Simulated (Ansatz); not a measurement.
# BCl2H2N + H2 + HF: a complex and its separated parts

Aim: how far the complex at one end of a reaction step lies below its separated, relaxed parts, level by level.

The runs use Ansatz 0.2.0, Gaussian basis; PBE0-D4/def2-TZVP structures, single points in def2-TZVPP, no counterpoise correction.

Levels: SPW92, PBE-D4, BLYP-D4, r2SCAN-D4, B97M-V, PBE0-D4, B3LYP-D4, r2SCAN0-D4, BHLYP-D4, CAM-B3LYP-D4, wB97X-V, wB97M-V, B2PLYP, PBE-QIDH, RPA on PBE, Hartree-Fock, MP2, CCSD, CCSD(T).

Cores are frozen in the correlated methods. B3LYP uses VWN-RPA correlation. B2PLYP carries no dispersion term here.

113 further runs of the same task are left out: 113 set aside as unsound or not needed. Runs told in other sessions of the task aren't counted.

### Step 1. The starting structure

The complex: 10 atoms, charge 0, spin multiplicity 1.

Atoms are counted from 1 here; the program's logs count them from 0.

Bond lengths: B1–Cl3 1.750 Å, B1–Cl4 1.750 Å, B1–N6 1.406 Å, H2–H7 0.747 Å, H5–F8 0.937 Å, N6–H9 1.009 Å, N6–H10 1.009 Å. Angles: Cl3–B1–Cl4 120.5°, Cl3–B1–N6 119.8°, Cl4–B1–N6 119.8°, B1–N6–H9 120.1°, B1–N6–H10 120.1°, H9–N6–H10 114.0°.

Coordinates:

```
B    -1.09312   -0.45894   -0.37246
H     0.87279    2.17951   -1.51136
Cl   -0.75696   -1.03492   -1.99014
Cl   -2.19187    0.87871   -0.11718
H     1.11561   -0.05137    0.88842
N    -0.44978   -1.05331    0.72761
H     1.33388    1.96755   -0.96300
F     1.92841    0.38487    1.05316
H     0.01904   -1.93999    0.62089
H    -0.77811   -0.87220    1.66395
```

Its parts: BCl2H2N holds atoms 1, 3, 4, 6, 9, 10; H2 holds atoms 2, 7; HF holds atoms 5, 8. Each part counts its atoms afresh in its own runs.

### Step 2. Relaxing BCl2H2N alone

Contents of relax-a/in.yaml:

```yaml
crystal:
  periodic: [false, false, false]
  atoms:
    - {symbol: B, position_ang: [-1.093115, -0.458943, -0.372460]}
    - {symbol: Cl, position_ang: [-0.756964, -1.034921, -1.990142]}
    - {symbol: Cl, position_ang: [-2.191873, 0.878713, -0.117177]}
    - {symbol: N, position_ang: [-0.449783, -1.053313, 0.727610]}
    - {symbol: H, position_ang: [0.019040, -1.939991, 0.620888]}
    - {symbol: H, position_ang: [-0.778105, -0.872195, 1.663945]}
basis:
  gaussian: {orbitals: def2-TZVP}
hamiltonian: {xc: pbe0, dispersion: d4}
relax: {f_tol: 0.005, max_steps: 200}
```

Command:

```
> ansatz run in.yaml --threads 8 --pin off --events-out ev --progress --plain --max-ram 19148MiB
```

The runs that follow: Relaxing H2 alone; Relaxing HF alone; SPW92/def2-TZVPP; PBE-D4/def2-TZVPP; BLYP-D4/def2-TZVPP; r2SCAN-D4/def2-TZVPP; B97M-V/def2-TZVPP; PBE0-D4/def2-TZVPP; B3LYP-D4/def2-TZVPP; r2SCAN0-D4/def2-TZVPP; BHLYP-D4/def2-TZVPP; CAM-B3LYP-D4/def2-TZVPP; wB97X-V/def2-TZVPP; wB97M-V/def2-TZVPP; B2PLYP/def2-TZVPP; PBE-QIDH/def2-TZVPP; RPA on PBE/def2-TZVPP; CCSD(T)/def2-TZVPP; Vibrations of BCl2H2N; Vibrations of H2; Vibrations of HF.

Q: Predict the outcome of this session. Wanted: complex less parts, CCSD(T)/def2-TZVPP; with zero-point energy; largest T1 diagnostic.

**Answer**, as computed:

| quantity | value |
| --- | --- |
| complex less parts, CCSD(T)/def2-TZVPP | -19.8 kJ/mol |
| with zero-point energy | -7.8 kJ/mol |
| largest T1 diagnostic | 0.010 |

In words: At CCSD(T) the complex lies 19.8 kJ/mol below its parts. PBE-QIDH is the best functional here (-0.1 kJ/mol from CCSD(T)); SPW92 is the worst (-24.4 kJ/mol). By rung, the mean size of the error is: LDA 24.4, GGA 7.4, meta-GGA 4.0, hybrid 3.8, range-separated hybrid 4.1, double hybrid 1.0 kJ/mol. The double hybrids carry no dispersion term here, unlike the levels marked D4 or V. PBE-D4 gives a relative energy 9.8 kJ/mol too low, outside chemical accuracy (1 kcal/mol, 4.2 kJ/mol). No counterpoise was applied, and triple zeta lacks some correlation, so the CCSD(T) reference has a basis error of its own, and close matches with it are partly luck.
